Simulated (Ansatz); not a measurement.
I need a dielectric-dependent hybrid calculation of TePb, space group Fm-3m. Use Ansatz's Python interface. Use (first run): PBE, PAW, the default cutoff (420 eV here), 4×4×4 k-points, fixed occupations.

```
Te Pb
1.0
     0.00000    3.23100    3.23100
     3.23100    0.00000    3.23100
     3.23100    3.23100    0.00000
Te Pb
1 1
Direct
  0.50000 0.50000 0.50000
  0.00000 0.00000 0.00000
```

`ddh_tepb.py`:
```python
# -*- coding: utf-8 -*-
"""A hybrid whose exact exchange is one over the dielectric constant of TePb."""

import warnings

import ansatz as az
import numpy as np


def count_gap(report):
    # lowest empty less highest filled band, counting bands; zero where they overlap
    return max(report.get("gap_by_band_count_ev") or 0.0, 0.0)


def main():
    warnings.simplefilter("ignore", az.DeckWarning)

    structure = (
        az.Lattice.of([0.0, 3.231, 3.231], [3.231, 0.0, 3.231], [3.231, 3.231, 0.0])
        .atom("Te", [0.5, 0.5, 0.5])
        .atom("Pb", [0.0, 0.0, 0.0])
    )

    base = (
        structure.calculation()
        .kpoints(4, 4, 4)
        .scf(tolerance=1e-10)
        .occupations("fixed")
        .band_table()
    )
    semilocal = base.functional("pbe").run(threads=1).report
    hybrid = base.functional(exchange="pbe", correlation="pbe", exact_fraction="inverse_dielectric").run(threads=1).report
    alpha = hybrid["hybrid"]["exact_exchange_fraction"]
    print(f"fraction of exact exchange {alpha:.4f}, so eps_inf = {1 / alpha:.2f}")
    print(f"gap by band count: {count_gap(semilocal):.3f} eV semilocal, {count_gap(hybrid):.3f} eV hybrid")


if __name__ == "__main__":
    main()
```

Output of `python ddh_tepb.py`:
```text
fraction of exact exchange 0.0350, so eps_inf = 28.61
gap by band count: 0.730 eV semilocal, 0.859 eV hybrid
```

The fraction is 0.0350, one over a mean dielectric constant (a third of the trace) of 28.61. It opens the gap from 0.730 to 0.859 eV, by 0.13 eV.

What to keep in mind:
- The k-point mesh is coarse, and energy and stress weren't tested for convergence.
- The structure is a deposited one; some such entries were measured under pressure or heat, so a shift against it needn't be the functional's error alone.
- Levels are Kohn-Sham eigenvalues on this mesh, without spin-orbit coupling.
- The gaps are those of a coarse mesh; the run finds the dielectric constant of the semilocal functional on meshes of its own.
- Run time: 69 s on 1 thread of Arm Neoverse V2 (shared host), peak memory 1.1 GiB.
